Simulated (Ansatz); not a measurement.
# GeH4N: the cost of one run

Computed with Ansatz 0.2.0 through its Python package. The levels of theory stand in the script.

**1. Starting point**

Bond lengths: N1–Ge2 1.924 Å, N1–H3 0.985 Å, Ge2–H4 1.492 Å, Ge2–H5 1.561 Å, Ge2–H6 1.560 Å. Angles: N1–Ge2–H4 110.1°, N1–Ge2–H5 108.4°, N1–Ge2–H6 110.3°, H4–Ge2–H5 107.3°, H4–Ge2–H6 111.3°, H5–Ge2–H6 109.4°, Ge2–N1–H3 103.4°.

The script holds or builds the structure itself.

**2. The script**

x2c_geh4n.py

```python
import ansatz as az
import numpy as np

XC = "pbe"
VDW = "d4"

geometry_ang = [
    ("N", [0.4764, -1.3558, 0.4998]),
    ("Ge", [-0.2746, 0.2457, -0.2581]),
    ("H", [1.1569, -1.015, 1.1252]),
    ("H", [-1.339, -0.1047, -1.2434]),
    ("H", [0.85, 0.9949, -1.0386]),
    ("H", [-0.8277, 1.1709, 0.8689]),
]
mol = az.Crystal.molecule()
for symbol, xyz in geometry_ang:
    mol = mol.atom(symbol, xyz)

job = (
    mol.calculation()
    .functional(XC, dispersion=VDW)
    .spin("collinear", total=1)
    .forces()
)
sets = {"none": "cc-pVTZ", "scalar": "cc-pVTZ-DK"}
found = {kind: job.basis(gaussian=basis).pseudopotentials(relativity=kind).run(threads=1).report for kind, basis in sets.items()}
for kind, each in found.items():
    dipole = 4.803205 * np.linalg.norm(each["charge_distribution"]["dipole_moment_e_ang"])
    print(f"{kind:7s} E = {each['free_energy_ev']:.4f} eV  dipole {dipole:.3f} D  largest force component {np.abs(each['forces_ev_ang']).max():.4f} eV/A")
print(f"relativity lowers the total energy by {found['none']['free_energy_ev'] - found['scalar']['free_energy_ev']:.3f} eV")
```

**3. The input behind the calls**

The package turns the script's settings into the engine's input (first run):

```yaml
crystal:
  periodic: [false, false, false]
  atoms:
    - { symbol: "N", position_ang: [0.4764, -1.3558, 0.4998] }
    - { symbol: Ge, position_ang: [-0.2746, 0.2457, -0.2581] }
    - { symbol: H, position_ang: [1.1569, -1.015, 1.1252] }
    - { symbol: H, position_ang: [-1.339, -0.1047, -1.2434] }
    - { symbol: H, position_ang: [0.85, 0.9949, -1.0386] }
    - { symbol: H, position_ang: [-0.8277, 1.1709, 0.8689] }
basis:
  gaussian:
    orbitals: cc-pVTZ
hamiltonian:
  xc: pbe
  dispersion: d4
  pseudopotentials:
    relativity: none
magnetization:
  spin_polarized: true
  initial_magnetization: 1.0
output:
  forces: true
```

**4. The run**

Command:

```sh
python x2c_geh4n.py
```

Q: Estimate wall time and peak memory on 1 thread of Arm Neoverse V2, shared host.

About 8.2 s, with a peak of 0.23 GiB.
